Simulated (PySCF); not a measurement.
**Ru₃: singlet, from a obtuse triangle start**

Where does singlet Ru₃ go from a obtuse triangle start, is the end point a minimum, and what are its modes, charges and moments?

Computed with PySCF 2.14.0. Level: PBE0, basis Ru def2-TZVP with ECP28, scalar-relativistic core potentials, no spin–orbit coupling, density fitting.

## 1. Starting geometry

3 atoms, charge 0, spin multiplicity 1.

Bond lengths: Ru1–Ru2 2.460 Å, Ru1–Ru3 2.460 Å. Angles: Ru2–Ru1–Ru3 104.9°.

```xyz
3
charge 0 multiplicity 1
Ru    0.0000    0.0000    0.0000
Ru    1.9500    1.5000    0.0000
Ru   -1.9500    1.5000    0.0000
```

## 2. Finding the electronic state

One driver script runs all steps and calls PySCF; scf.py shows how it sets up the SCF of each step. The optimiser is the driver's own. After this first run the driver tries any further starts and a stability analysis.

The input, scf.py:

```python
from pyscf import gto, scf, dft
mol = gto.M(atom='''
Ru     0.000000     0.000000     0.000000
Ru     1.950000     1.500000     0.000000
Ru    -1.950000     1.500000     0.000000''',
    basis={'Ru': 'def2-TZVP'},
    ecp={'Ru': 'def2-TZVP'},
    charge=0, spin=0)
mf = dft.RKS(mol, xc='PBE0')
mf.grids.atom_grid = (50, 194)
aux = {'Ru': 'def2-universal-JKFIT'}
mf = mf.density_fit(auxbasis=aux)
mf.conv_tol = 1e-08
mf.diis_space = 10
mf.max_cycle = 60
mf.init_guess = 'huckel'
mf.verbose = 4
mf.kernel()
```

Launch:

```
$ OMP_NUM_THREADS=2 python axn.py task.json out
```

After this run come: Relaxation: obtuse triangle start, singlet; Frequencies.

What does the calculation give? Wanted: minimum; geometry; wavenumbers; dipole moment; highest occupied, lowest empty level; polar-tensor charge of Ru1; zero-point energy; atomisation energy.

The runs gave:

| quantity | value |
| --- | --- |
| minimum | singlet, C2v |
| geometry | Ru–Ru 2.098 Å (×2), Ru–Ru 2.861 Å; Ru–Ru–Ru 47.0° (×2), Ru–Ru–Ru 86.0° |
| wavenumbers (cm⁻¹) | 98 (a1), 290 (b2), 405 (a1) |
| dipole moment | 0.31 D |
| highest occupied, lowest empty level | -4.42, -2.35 eV |
| polar-tensor charge of Ru1 | -0.02 e |
| zero-point energy | 4.7 kJ/mol |
| entropy at 298.15 K | 320.4 J/(mol K) |
| atomisation energy (no zero-point energy) | 195 kJ/mol |

In words: The molecule stays C2v, as typed, and the end point is a minimum. The strongest infrared band lies at 290 cm⁻¹ (b2). Only this shape and spin were tried, so other structures or states may lie lower. Whether spin polarisation would lower the closed shell was not checked.
